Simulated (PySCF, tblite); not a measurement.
**C3H5Cl4FSi: geometry, infrared bands and NMR shifts**

Wanted: the infrared bands and NMR shifts of C3H5Cl4FSi (`F[C@@H](Cl)[SiH2]CC(Cl)(Cl)Cl`), by calculation.

The runs use tblite 0.8.0 and PySCF 2.14.0, with density-fitted response routines of our own; the level of theory stands in each step. All values are computed, except where a source is named. Atoms count from 0, in the outputs and in this text.

### Step 1. The starting structure

14 atoms, charge 0, multiplicity 1; geometry from: force field or distance geometry start.

Bonds of the start (Å): F0–C1 1.36, C1–Cl2 1.78, C1–Si3 1.87, Si3–C4 1.83, C4–C5 1.51, C5–Cl6 1.80, C5–Cl7 1.76, C5–Cl8 1.78, C1–H9 1.12, Si3–H10 1.47, Si3–H11 1.47, C4–H12 1.11, C4–H13 1.13.

### Step 2. Optimising the geometry with GFN2-xTB

The job: settings as JSON, then the geometry in Å.

```
{"job": {"kind": "relax", "xc": "GFN2-xTB", "basis": "xTB"}, "charge": 0, "multiplicity": 1}
F      1.900700     1.674100     0.441100
C      2.169800     0.375900     0.151300
Cl     2.798800    -0.543100     1.540800
Si     0.670900    -0.512900    -0.530100
C     -0.799000     0.510500    -0.136700
C     -2.046500    -0.259500     0.236500
Cl    -3.285200     1.005800     0.540400
Cl    -1.771600    -1.118000     1.753100
Cl    -2.551400    -1.304400    -1.106800
H      2.983900     0.377000    -0.611500
H      0.877800    -0.674100    -1.973100
H      0.666700    -1.849600     0.087000
H     -0.529800     1.241500     0.659100
H     -1.085800     1.076300    -1.073300
```

Run with:

```console
$ OMP_NUM_THREADS=1 python probes_run.py task.json out
```

The driver reads the jobs from task.json and runs them one after another.

**Question.** This job is followed by: GFN2-xTB harmonic vibrations, gas phase; GIAO PBE0/pcSseg-1 NMR shielding, non-relativistic, gas phase. What will the session give for the following? strongest single infrared mode (GFN2-xTB); zero-point energy (GFN2-xTB); 13C shifts against TMS (PBE0/pcSseg-1); 1H shifts against TMS (PBE0/pcSseg-1); 19F shifts against CFCl3 (PBE0/pcSseg-1); 35Cl shifts against HCl (PBE0/pcSseg-1, means over atoms taken as alike); 29Si shifts against TMS (PBE0/pcSseg-1).

As calculated:

| quantity | value |
| --- | --- |
| strongest single infrared mode (GFN2-xTB) | 2293 cm⁻¹, 207 km/mol |
| zero-point energy (GFN2-xTB) | 45.2 kcal/mol |
| 13C shifts against TMS (PBE0/pcSseg-1) | 122.7, 106.3, 45.2 ppm |
| 1H shifts against TMS (PBE0/pcSseg-1) | 6.57, 4.68, 4.50, 3.12, 2.93 ppm |
| 19F shifts against CFCl3 (PBE0/pcSseg-1) | -187.9 ppm |
| 35Cl shifts against HCl (PBE0/pcSseg-1, means over atoms taken as alike) | 509, 217 ppm |
| 29Si shifts against TMS (PBE0/pcSseg-1) | -39.6 ppm |

**Reading.** Relaxing lowered the energy by 0.403 eV in 113 steps; the close pair that moved most is Si3–C4, from 1.834 to 1.910 Å. All 36 modes are real, so the xTB geometry is a minimum. The strongest single mode, at 2293 cm⁻¹, moves mainly H10. Unscaled tight-binding wavenumbers are off by several per cent, some by more. Its intensities can rank the bands wrongly. C5 stands next to heavy halogen, whose spin-orbit shielding this run leaves out, so the computed shift lies too far downfield, most of all for carbon beside Br or I. H9 (hydrogen on an sp3 CH bonded to Cl and F and Si) lies farthest downfield among hydrogen, at 6.57 ppm; its carbon carries Cl and F, hence the downfield position. At PBE0/pcSseg-1: The largest span, 814 ppm, is at Cl6, Cl7, Cl8, where the paramagnetic term is -703 ppm.
